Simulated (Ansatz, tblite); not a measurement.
# WSe$_{2}$ with GFN2-xTB from a Python script

These are simulated results from tblite 0.8.0, not measurements. The cell began as a database structure and was relaxed with r2SCAN+rVV10 in plane waves (Ansatz 0.2.0). All runs are without spin polarisation.

It is hexagonal, P6_3/mmc (No. 194); conventional cell a = 3.300 Å, c = 13.149 Å, 20.66 Å³ an atom. Around W lie 6 Se at 2.53 Å; around Se lie 3 W at 2.53 Å.

tblite solves periodic systems at the zone centre alone, so the script builds a cluster of 3×3×1 conventional cells (54 atoms), which folds in a coarse mesh of k points.

Input script:

```python
import json
from ase import Atoms
from ase.build import make_supercell
from ase.units import Bohr, GPa, Hartree
from tblite.interface import Calculator

atoms = Atoms(['W', 'W', 'Se', 'Se', 'Se', 'Se'],
              cell=[[3.29966835, 0.0, 0.0], [-1.64983418, 2.85759662, 0.0], [0.0, 0.0, 13.14853462]],
              scaled_positions=[[0.666666667, 0.333333333, 0.75], [0.333333333, 0.666666667, 0.25], [0.333333333, 0.666666667, 0.87666154], [0.666666667, 0.333333333, 0.37666154], [0.333333333, 0.666666667, 0.62333846], [0.666666667, 0.333333333, 0.12333846]],
              pbc=True)
cluster = make_supercell(atoms, [[3, 0, 0], [0, 3, 0], [0, 0, 1]])
calc = Calculator('GFN2-xTB', cluster.numbers, cluster.positions / Bohr, lattice=cluster.cell[:] / Bohr, periodic=cluster.pbc)
calc.set('temperature', 0.02 / Hartree)
calc.set('max-iter', 150)
res = calc.singlepoint()
levels = res.get('orbital-energies') * Hartree
nv = round(res.get('orbital-occupations').sum() / 2)
cells = len(cluster) // len(atoms)
out = {'energy_per_cell': res.get('energy') * Hartree / cells, 'homo': levels[nv - 1], 'lumo': levels[nv],
       'stress': (-res.get('virial') * Hartree / cluster.get_volume() / GPa).tolist(), 'charges': res.get('charges')[:len(atoms)].tolist(), 'electrons': 2 * nv / cells}
json.dump(out, open('results.json', 'w'))
for key, value in out.items():
    print(key, value)
```

Command: `python run.py`. It took 6.8 s on 1 thread of Arm Neoverse V1 (shared host), peak memory 0.12 GiB.

The log:

```
------------------------------------------------------------
  cycle        total energy    energy error   density error
------------------------------------------------------------
      1     -159.4635250592  -1.6000814E+02   5.9641071E-01
      2     -69.58511732445   8.9878408E+01   3.5528201E+00
      3     -158.1164866548  -8.8531369E+01   1.9837593E-01
      4     -151.7889362967   6.3275504E+00   4.7907613E-01
      5     -162.5811432071  -1.0792207E+01   1.1068191E-01
      6     -162.6073395772  -2.6196370E-02   3.9622968E-02
      7     -162.6344307026  -2.7091125E-02   1.9019371E-02
      8     -162.6395556280  -5.1249254E-03   2.3800803E-02
      9     -162.6596345780  -2.0078950E-02   5.2370530E-03
     10     -162.6597986865  -1.6410854E-04   3.4791278E-03
     11     -162.6597400073   5.8679219E-05   3.4806195E-03
     12     -162.6595209841   2.1902321E-04   3.5321529E-03
     13     -162.6595000946   2.0889532E-05   3.2982241E-03
     14     -162.6595544613  -5.4366755E-05   3.0526701E-03
     15     -162.6596386829  -8.4221571E-05   2.7564885E-03
     16     -162.6599696984  -3.3101553E-04   1.4003729E-03
     17     -162.6599999608  -3.0262365E-05   1.2708505E-03
     18     -162.6601189969  -1.1903608E-04   6.0889949E-04
     19     -162.6601445455  -2.5548613E-05   1.7663772E-04
     20     -162.6601449906  -4.4512501E-07   1.8127782E-04
     21     -162.6601455094  -5.1882057E-07   1.3352017E-04
     22     -162.6601462416  -7.3219937E-07   5.5939752E-05
     23     -162.6601462928  -5.1145634E-08   4.5134725E-05
     24     -162.6601463143  -2.1493690E-08   4.5690057E-05
     25     -162.6601463855  -7.1251208E-08   3.3938445E-06
------------------------------------------------------------

 total:                                   6.040 sec
energy_per_cell -491.8008926751659
homo -9.293933044716109
lumo -8.374428731148331
stress [[2.673091751559191, -9.860207364178888e-06, 1.6486506188161945e-09], [-9.86020736427988e-06, 2.6730821929660986, 3.746649272300464e-09], [1.6486506146324128e-09, 3.7466490239527875e-09, -1.604423112623311]]
charges [0.03824947181572713, 0.03824945272919533, -0.01912384535288221, -0.01912270416105874, -0.019122706084220314, -0.01912384346927122]
electrons 36.0
```

The cycle table is in hartree for the whole cluster, and the lines after it are in eV (the energy for one cell). The printed stress is in GPa and positive in compression, and the pressure is its mean diagonal.

GFN2-xTB gives a gap of 0.92 eV. On the same cell, plane-wave PBE (Ansatz, 12×12×2 k points and the special points) gives a gap of 1.02 eV and r2SCAN a gap of 1.14 eV; on shared hosts these took about 15 and 40 core-seconds on the 6-atom cell, against 6.8 for the script. Spin-orbit coupling, left out in all these runs, can cut or reorder the gap by tenths of an eV, up to about 1 eV with Pb or Bi. xTB was fitted to molecules, so gaps, charges and pressures of solids can be far off, and the gap also depends on the size of the cluster.

The same script was run on cells scaled at fixed shape and fractional coordinates:

| volume (Å³/atom) | energy (meV/atom) | pressure (GPa, positive in compression) | gap (eV) |
| --- | --- | --- | --- |
| 18.18 | 123.8 | 16.79 | 1.25 |
| 19.42 | 32.5 | 7.35 | 1.10 |
| 20.66 | 0.0 | 1.25 | 0.92 |
| 21.90 | 7.1 | -2.84 | 0.77 |
| 23.14 | 38.4 | -5.29 | 0.64 |

A Birch-Murnaghan fit puts the minimum at 21.00 Å³/atom, 1.7 % above the given cell, with a bulk modulus of 74.1 GPa at fixed shape.

xTB was fitted mostly to molecules, and a small cluster samples few k points, so gaps, pressures and kinks along a curve can be far from a solid's.

Spin-orbit coupling is left out, which matters wherever the heavy atoms make up the band edges.
